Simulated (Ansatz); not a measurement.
# Li2Pd: the cost of one run

Program: Ansatz 0.2.0. Level of theory: DFT PBE, scalar-relativistic, plane waves, PAW. These are calculated values, not measurements.

## 1. The starting structure

It takes space group P6mm (No. 183, hexagonal). The conventional cell has a = 4.227 Å, b = 4.227 Å, c = 16.000 Å, α = 90.00°, β = 90.00°, γ = 120.00°. Around Li (site symmetry 3m) lie 3 Li at 2.44 Å and 3 Pd at 2.80 Å. Pd (site symmetry 6mm) is surrounded by 6 Li at 2.80 Å.

As a file:

```
Li Pd
1.0
     4.22670    0.00000    0.00000
    -2.11335    3.66043    0.00000
     0.00000    0.00000   16.00000
Li Pd
2 1
Direct
  0.33333 0.66667 0.54269
  0.66667 0.33333 0.54269
  0.00000 0.00000 0.45731
```

Recipe of the guess: thin slice cut from a crystal along (001). Its size is a rough estimate.

It is a sheet, periodic along a and b, with vacuum along c; volumes and pressures of the box carry no meaning, and space groups named for it are those of the box.

## 2. The guess as it stands, on a coarse mesh

The input, input.yaml:

```yaml
crystal:
  lattice:
    - [4.2267, 0.0, 0.0]
    - [-2.11335, 3.66043, 0.0]
    - [0.0, 0.0, 16.0]
  atoms:
    - { symbol: Li, position: [0.33333333, 0.66666667, 0.54268594] }
    - { symbol: Li, position: [0.66666667, 0.33333333, 0.54268594] }
    - { symbol: Pd, position: [0.0, 0.0, 0.45731406] }
  periodic: [true, true, false]
basis:
  ecutwfc: 420
kpoints:
  mp_grid: { grid: [6, 6, 1] }
hamiltonian:
  xc: pbe
scf:
  occupations: { method: gaussian, width: 0.1 }
  lower_state_search: "off"
output:
  forces: true
  stress: true
  eigenvalues: true
```

Started as:

```sh
ansatz run input.yaml --threads 1 --pin off --max-ram 2048MiB --backend cpu --events-out ev --progress --plain --runs-dir out
```

What time and memory should one allow on 1 thread of Intel Xeon 6975P-C (Granite Rapids), shared host?

About 3.1 s, with a peak of 0.48 GiB.
